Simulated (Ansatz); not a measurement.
# ZnCu2, space group P-3m1: Fermi-surface readings

Program: the Python package of Ansatz (0.2.0).

At the Python prompt:
```pycon
>>> import warnings
>>> import ansatz as az
>>> warnings.simplefilter('ignore', az.DeckWarning)
>>> cell = (
...     az.Lattice.from_parameters(2.5838256, 2.5838256, 6.2933738, alpha=90, beta=90, gamma=120)
...     .space_group(164)
...     .atom('Zn', (0.0, 0.0, 0.0))
...     .atom('Cu', (1 / 3, 2 / 3, 0.66214149))
... )
>>> calc = (
...     cell.calculation()
...     .functional(az.Functional.R2SCAN)
...     .basis(24 * az.Ha, density_ratio=4)
...     .kpoints(6, 6, 2, shift=0.5)
...     .occupations('cold', width=0.1)
...     .scf(extra_bands=6, self_checks='low')
...     .eigenstates(nscf_kmesh=(14, 14, 6), level_slopes=True)
... )
>>> surface = calc.run(threads=1, backend='cpu').fermi_surface().to_plain()

>>> for way, reading in surface.items():
...     if reading:
...         rho_lambda = [f'{v:.3e}' for v in reading['resistivity_times_mean_free_path_ohm_m2']]
...         print(f'{way:24s} area {reading["spin_summed_area_per_ang2"]:8.3f} 1/A^2  rho*lambda (ohm m^2) {rho_lambda}')
...
by_tetrahedra            area   37.116 1/A^2  rho*lambda (ohm m^2) ['8.158e-16', '8.161e-16', '8.396e-16']
by_slopes                area   39.807 1/A^2  rho*lambda (ohm m^2) ['7.422e-16', '7.425e-16', '8.249e-16']
on_every_second_point    area   31.104 1/A^2  rho*lambda (ohm m^2) ['9.149e-16', '9.153e-16', '1.154e-15']
```

What to keep in mind:
- The settings weren't tested for convergence.
- No spin polarisation was allowed.
- For a metal this mesh is far too coarse, so the numbers only illustrate the procedure.
- The mesh has less symmetry than the crystal, which the program warned of.
- This cell is a computed structure, which may not be the phase found in nature.
- The three readings differ by the mesh error.
- The script silences the warnings on its input, which a real study should read.
- It ran for 46 s on 1 thread of Arm Neoverse V1, with other jobs on the host, peak memory 0.69 GiB.

(Lines on the test bed's own set-up are left out of the output.)
